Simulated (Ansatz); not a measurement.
# C2H6GaIn: small, medium and large basis sets

One table from this session's results is given with a row withheld; the runs are named, their logs left out.

Method: one geometry, several basis sets; program: Ansatz 0.2.0, Gaussian basis.

Levels to be run: PBE0-D4/def2-SVP; ωB97M-V/def2-SVP; PBE0-D4/def2-QZVPP; ωB97M-V/def2-QZVPP; the functionals' def2-TZVPP values are taken from earlier runs.

### Structure used throughout

The geometry comes from an earlier relaxation with PBE0-D4 in a triple-zeta def2 set; it is a stationary point, not always the lowest conformer. In takes the def2 core potential; no spin-orbit term is included.

SMILES `C=[C]([GaH2])[InH2]`, 10 atoms, charge 0, spin multiplicity 1.

Atoms are counted from 1 here; the program's logs count them from 0.

Bond lengths: C1–C2 1.343 Å, C1–H5 1.093 Å, C1–H6 1.094 Å, C2–Ga3 1.956 Å, C2–In4 2.148 Å, Ga3–H7 1.572 Å, Ga3–H8 1.577 Å, In4–H9 1.724 Å, In4–H10 1.733 Å. Angles: C2–C1–H5 123.4°, C2–C1–H6 122.5°, H5–C1–H6 114.1°, C1–C2–Ga3 116.5°, C1–C2–In4 116.8°, Ga3–C2–In4 126.8°, C2–Ga3–H7 121.6°, C2–Ga3–H8 117.3°, H7–Ga3–H8 121.1°, C2–In4–H9 122.2°, C2–In4–H10 115.5°, H9–In4–H10 122.3°.

The first run:

File in.yaml:

```yaml
crystal:
  periodic: [false, false, false]
  atoms:
    - {symbol: C, position_ang: [-0.550222, 0.544086, -1.288701]}
    - {symbol: C, position_ang: [-0.053018, 0.009446, -0.161963]}
    - {symbol: Ga, position_ang: [0.442881, -1.881600, -0.238532]}
    - {symbol: In, position_ang: [0.116432, 1.315279, 1.535598]}
    - {symbol: H, position_ang: [-0.862493, 1.587839, -1.371656]}
    - {symbol: H, position_ang: [-0.677667, -0.035405, -2.207371]}
    - {symbol: H, position_ang: [1.039072, -2.627884, 1.009363]}
    - {symbol: H, position_ang: [0.220553, -2.633604, -1.606388]}
    - {symbol: H, position_ang: [0.734223, 0.776018, 3.052529]}
    - {symbol: H, position_ang: [-0.409772, 2.945816, 1.277131]}
basis:
  gaussian: {orbitals: def2-SVP}
hamiltonian: {xc: pbe0, dispersion: d4}
output: {orbitals: {seedname: orbitals}}
```

Among the steps run: PBE0-D4 in def2-SVP; ωB97M-V in def2-SVP; PBE0-D4 in def2-QZVPP; ωB97M-V in def2-QZVPP.

One of the session's tables, all rows but one given; the rest of the session is left out.

It belongs to the step «Functionals by basis». 

| functional | basis | HOMO (eV) | LUMO (eV) |
| --- | --- | --- | --- |
| PBE0-D4 | def2-SVP | -6.83 | -2.00 |
| PBE0-D4 | def2-TZVPP | ? | ? |
| PBE0-D4 | def2-QZVPP | -6.84 | -2.08 |
| ωB97M-V | def2-SVP | -8.87 | -0.27 |
| ωB97M-V | def2-TZVPP | -8.90 | -0.42 |
| ωB97M-V | def2-QZVPP | -8.91 | -0.47 |

Estimate the missing values for PBE0-D4, def2-TZVPP.

As computed: HOMO (eV): -6.83; LUMO (eV): -2.06.
